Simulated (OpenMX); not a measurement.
Runs of OpenMX 3.8.5 on RuAu. It takes space group P4/mmm (No. 123, tetragonal). The conventional cell has a = 3.228 Å, b = 3.228 Å, c = 3.165 Å, α = 90.00°, β = 90.00°, γ = 90.00°. Ru (site symmetry 4/mmm) has 8 Au at 2.78 Å and 2 Ru at 3.16 Å as nearest neighbours. Around Au (site symmetry 4/mmm) lie 8 Ru at 2.78 Å and 2 Au at 3.16 Å. The cell was built by a generator and needn't be a form met in nature.

| cell | gap on the mesh (eV) | pressure (GPa) |
| --- | --- | --- |
| P4/mmm, 16.49 Å³/atom | none | -5.0 |
| P4/mmm, 14.61 Å³/atom | none | (b) |
| Pm-3m, 15.85 Å³/atom | none | 3.3 |
| P4/mmm, 17.14 Å³/atom | none | -11.4 |
| P4/mmm, 15.22 Å³/atom | none | (a) |

Alike in all rows: task single point; level PBE; potentials or basis OpenMX 2013 PBE set, Ru7.0-s3p2d2, Au7.0-s3p2d2f1, grid cutoff 400 Ry; no spin polarisation; k mesh 7 × 7 × 7; smearing fermi-dirac 0.05 eV.

Task: Estimate the missing entries.

Result: (a) 13.8; (b) 26.9.

Caveats: the basis of atomic orbitals isn't converged, which shifts pressures, moduli and gaps.

A k mesh can miss the band edges, and the runs leave out spin-orbit coupling on Au, Ru.

A gap of «none» marks a metal or a gap under the smearing width.
